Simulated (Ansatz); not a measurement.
# CH3F2OTa: ionisation energy by level of theory

The task here is to estimate one member of a computed series from the others.

Computed with Ansatz 0.2.0, Gaussian basis. Level: unrestricted cation, the program's frozen cores in correlated methods.

Levels to be run: UKS PBE-D4/def2-TZVPP; UKS r2SCAN-D4/def2-TZVPP; UKS PBE0-D4/def2-TZVPP; UKS B3LYP-D4/def2-TZVPP; UKS wB97X-V/def2-TZVPP; UKS wB97M-V/def2-TZVPP; UKS B2PLYP/def2-TZVPP; UHF-CCSD(T)/def2-TZVPP; UHF-MP2/def2-QZVPP; extrapolation to the limit; then −ε(HOMO) from the neutral's earlier runs with LDA (SPW92), PBE-D4, revPBE-D4, BLYP-D4, r2SCAN-D4, B97M-V, PBE0-D4, B3LYP-D4, r2SCANh-D4, r2SCAN0-D4, HSE06-D4, BHLYP-D4, CAM-B3LYP-D4, LC-ωPBE, ωB97X-V, ωB97M-V.

**The geometry**

All runs share one geometry, relaxed beforehand with PBE0-D4 in a triple-zeta def2 set. Ta takes the def2 core potential; no spin-orbit term is included.

SMILES `[CH3][Ta](=[O])([F])[F]`, 8 atoms, charge 0, spin multiplicity 1.

Atoms are counted from 1 here; the program's logs count them from 0.

Bond lengths: C1–Ta2 2.142 Å, C1–H6 1.095 Å, C1–H7 1.094 Å, C1–H8 1.094 Å, Ta2–O3 1.710 Å, Ta2–F4 1.874 Å, Ta2–F5 1.874 Å. Angles: Ta2–C1–H6 111.2°, Ta2–C1–H7 110.2°, Ta2–C1–H8 110.2°, H6–C1–H7 108.8°, H6–C1–H8 108.8°, H7–C1–H8 107.4°, C1–Ta2–O3 103.4°, C1–Ta2–F4 107.9°, C1–Ta2–F5 107.9°, O3–Ta2–F4 109.8°, O3–Ta2–F5 109.8°, F4–Ta2–F5 117.0°.

Coordinates:

| atom | x (Å) | y (Å) | z (Å) |
| --- | --- | --- | --- |
| C1 | -0.92987 | -0.08129 | 0.59647 |
| Ta2 | 0.85484 | 0.06641 | -0.57858 |
| O3 | 2.09752 | -0.27869 | 0.54428 |
| F4 | 0.79430 | -1.27037 | -1.89067 |
| F5 | 1.00936 | 1.83677 | -1.17376 |
| H6 | -1.82028 | 0.11785 | -0.00895 |
| H7 | -1.01536 | -1.08198 | 1.03116 |
| H8 | -0.89830 | 0.63410 | 1.42406 |

The first run:

Input file in.yaml:

```yaml
crystal:
  periodic: [false, false, false]
  atoms:
    - {symbol: C, position_ang: [-0.929874, -0.081286, 0.596465]}
    - {symbol: Ta, position_ang: [0.854835, 0.066409, -0.578582]}
    - {symbol: O, position_ang: [2.097518, -0.278686, 0.544281]}
    - {symbol: F, position_ang: [0.794302, -1.270368, -1.890674]}
    - {symbol: F, position_ang: [1.009360, 1.836771, -1.173765]}
    - {symbol: H, position_ang: [-1.820276, 0.117847, -0.008950]}
    - {symbol: H, position_ang: [-1.015364, -1.081982, 1.031161]}
    - {symbol: H, position_ang: [-0.898302, 0.634097, 1.424065]}
basis:
  gaussian: {orbitals: def2-TZVPP}
total_charge: 1
magnetization: {spin_polarized: true, initial_magnetization: 1}
hamiltonian: {xc: pbe, dispersion: d4}
```

The run is started by

```
ansatz run in.yaml --threads 2 --pin off --events-out ev --progress --plain --max-ram 22528MiB --backend cpu
```

Among the steps run: Cation, UKS PBE-D4/def2-TZVPP; Cation, UKS r2SCAN-D4/def2-TZVPP; Cation, UKS PBE0-D4/def2-TZVPP; Cation, UKS B3LYP-D4/def2-TZVPP; Cation, UKS wB97X-V/def2-TZVPP; Cation, UKS wB97M-V/def2-TZVPP; Cation, UKS B2PLYP (frozen core)/def2-TZVPP; Cation, UHF-CCSD(T)/def2-TZVPP; Cation, UHF-MP2/def2-QZVPP.

One of the session's tables, all rows but one given; the rest of the session is left out.

It belongs to the step «Ionisation energies side by side». For comparison, −ε(HOMO) of the neutral from earlier runs:

```
  functional  −ε(HOMO) (eV)
 LDA (SPW92)           7.99
      PBE-D4           7.77
   revPBE-D4           7.69
     BLYP-D4           7.65
   r2SCAN-D4           8.07
      B97M-V           8.12
     PBE0-D4           9.20
    B3LYP-D4           8.96
  r2SCANh-D4           8.61
  r2SCAN0-D4           9.40
    HSE06-D4           8.79
    BHLYP-D4          10.51
CAM-B3LYP-D4              ?
     LC-ωPBE          11.99
     ωB97X-V          11.62
     ωB97M-V          11.49
```

Estimate the missing values for CAM-B3LYP-D4.

The run gave: −ε(HOMO) (eV): 10.62. In the column «−ε(HOMO) (eV)» it lies between BHLYP-D4 (10.51) and ωB97M-V (11.49).
